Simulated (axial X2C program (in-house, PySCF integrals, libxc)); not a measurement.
# AsNC⁻: bond lengths and stretches, held linear

The task here is to estimate one member of a computed series from the others.

Program: an in-house X2C program for linear molecules on PySCF integrals. Level of theory: all-electron X2C, two-component (2c) or spin-free, As dyall-v3z, N dyall-av3z, C dyall-v3z. These are calculated values, not measurements.

All values are calculated.

2 further runs of the same task are left out: 2 set aside as unsound or not needed.

The first run:

File task.json:

```json
{"zs": [33, 7, 6], "q": -1, "bas": ["dyall-v3z", "dyall-av3z", "dyall-v3z"], "r0": [1.87, 1.17], "symm": 0, "scan": ["PBE0", "HF", "TPSSh"], "levels": ["PBE0", "HF", "BHandHLYP"], "nst": 2}
```

Keys: zs atomic numbers; q charge; bas basis sets; r0 starting distance in Å; symm equal bonds; scan levels of the two-bond scan; levels methods; nst determinants followed.

Started as:

```console
$ python solin.py task.json out
```

Masses As 74.922, N 14.003, C 12.000 u.

Steps of the session up to this table: Scan at PBE0, 2c; Scan at HF, 2c; Scan at TPSSh, 2c.

One table of the session follows, with a row left open; its other results are not shown here.

| level | r(As–N) (Å) | r(N–C) (Å) | lower stretch (cm⁻¹) | upper stretch (cm⁻¹) |
| --- | --- | --- | --- | --- |
| PBE0, 2c | 1.877 | 1.174 | 442.0 | 2083.5 |
| HF, 2c | 1.928 | 1.148 | 397.5 | 2295.5 |
| TPSSh, 2c | ? | ? | ? | ? |
| PBE0, spin-free | 1.874 | 1.174 | 444.8 | 2081.6 |
| HF, spin-free | 1.925 | 1.148 | 402.4 | 2295.0 |
| TPSSh, spin-free | 1.879 | 1.181 | 441.0 | 2021.7 |

**Question.** Estimate the row for TPSSh, 2c.

The run gave: r(As–N) (Å): 1.881; r(N–C) (Å): 1.181; lower stretch (cm⁻¹): 438.2; upper stretch (cm⁻¹): 2024.1. In the column «r(As–N) (Å)» it lies between TPSSh, spin-free (1.879) and HF, spin-free (1.925).

Scans not shown above were run alike.

For an anion the highest level of a functional can be positive, and the basis then holds the extra electron. The molecule was held linear; bending was not examined, so a bent shape may lie lower. Note: functional without a current term on a determinant with orbital currents, of the molecule or an atom.
